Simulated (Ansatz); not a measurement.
**BH9SSi3: how energies converge with the basis set**

An exercise on one series of results from a longer session: the logs are not shown, and one member is left open.

Computed with Ansatz 0.2.0, Gaussian basis. Level: one geometry, several basis sets.

Levels to be run: PBE0-D4/def2-SVP; ωB97M-V/def2-SVP; PBE0-D4/def2-QZVPP; ωB97M-V/def2-QZVPP; the functionals' def2-TZVPP values are taken from earlier runs.

### The geometry

The geometry comes from an earlier relaxation with PBE0-D4 in a triple-zeta def2 set; it is a stationary point, not always the lowest conformer.

SMILES `BS[SiH2][SiH2][SiH3]`, 14 atoms, charge 0, spin multiplicity 1.

Atoms are counted from 1 here; the program's logs count them from 0.

Bond lengths: B1–S2 1.773 Å, B1–H6 1.195 Å, B1–H7 1.192 Å, S2–Si3 2.164 Å, Si3–Si4 2.337 Å, Si3–H8 1.487 Å, Si3–H9 1.485 Å, Si4–Si5 2.339 Å, Si4–H10 1.491 Å, Si4–H11 1.490 Å, Si5–H12 1.486 Å, Si5–H13 1.487 Å, Si5–H14 1.488 Å. Angles: S2–B1–H6 121.4°, S2–B1–H7 117.0°, H6–B1–H7 121.6°, B1–S2–Si3 100.0°, S2–Si3–Si4 109.0°, S2–Si3–H8 106.2°, S2–Si3–H9 109.0°, Si4–Si3–H8 111.4°, Si4–Si3–H9 112.0°, H8–Si3–H9 109.1°, Si3–Si4–Si5 111.6°, Si3–Si4–H10 109.6°, Si3–Si4–H11 108.0°, Si5–Si4–H10 109.8°, Si5–Si4–H11 109.4°, H10–Si4–H11 108.4°, Si4–Si5–H12 110.3°, Si4–Si5–H13 110.2° and more.

Set-up of the first run:

in.yaml

```yaml
crystal:
  periodic: [false, false, false]
  atoms:
    - {symbol: B, position_ang: [-0.433950, 2.115122, 1.003857]}
    - {symbol: S, position_ang: [-1.066634, 0.858127, 2.082482]}
    - {symbol: Si, position_ang: [-1.692879, -0.610820, 0.621400]}
    - {symbol: Si, position_ang: [0.201017, -1.643530, -0.277962]}
    - {symbol: Si, position_ang: [1.709869, -0.077381, -1.139744]}
    - {symbol: H, position_ang: [-0.480352, 1.996801, -0.184340]}
    - {symbol: H, position_ang: [0.023684, 3.088874, 1.517085]}
    - {symbol: H, position_ang: [-2.546424, -1.585794, 1.351015]}
    - {symbol: H, position_ang: [-2.507977, 0.061307, -0.422723]}
    - {symbol: H, position_ang: [-0.210403, -2.593264, -1.351214]}
    - {symbol: H, position_ang: [0.860424, -2.420318, 0.809069]}
    - {symbol: H, position_ang: [1.081923, 0.688629, -2.248037]}
    - {symbol: H, position_ang: [2.132252, 0.869579, -0.073279]}
    - {symbol: H, position_ang: [2.916449, -0.776431, -1.658807]}
basis:
  gaussian: {orbitals: def2-SVP}
hamiltonian: {xc: pbe0, dispersion: d4}
output: {orbitals: {seedname: orbitals}}
```

Steps of the session up to this table: PBE0-D4 in def2-SVP; ωB97M-V in def2-SVP; PBE0-D4 in def2-QZVPP; ωB97M-V in def2-QZVPP.

One table of the session follows, with a row left open; its other results are not shown here.

It belongs to the step «Functionals by basis». 

```
functional       basis  HOMO (eV)  LUMO (eV)
   PBE0-D4    def2-SVP      -7.81      -1.50
   PBE0-D4  def2-TZVPP      -7.78      -1.61
   PBE0-D4  def2-QZVPP          ?          ?
   ωB97M-V    def2-SVP      -9.76       0.52
   ωB97M-V  def2-TZVPP      -9.77       0.32
   ωB97M-V  def2-QZVPP      -9.77       0.26
```

Q: Estimate the row for PBE0-D4, def2-QZVPP from the others.

The run gave: HOMO (eV): -7.78; LUMO (eV): -1.64.
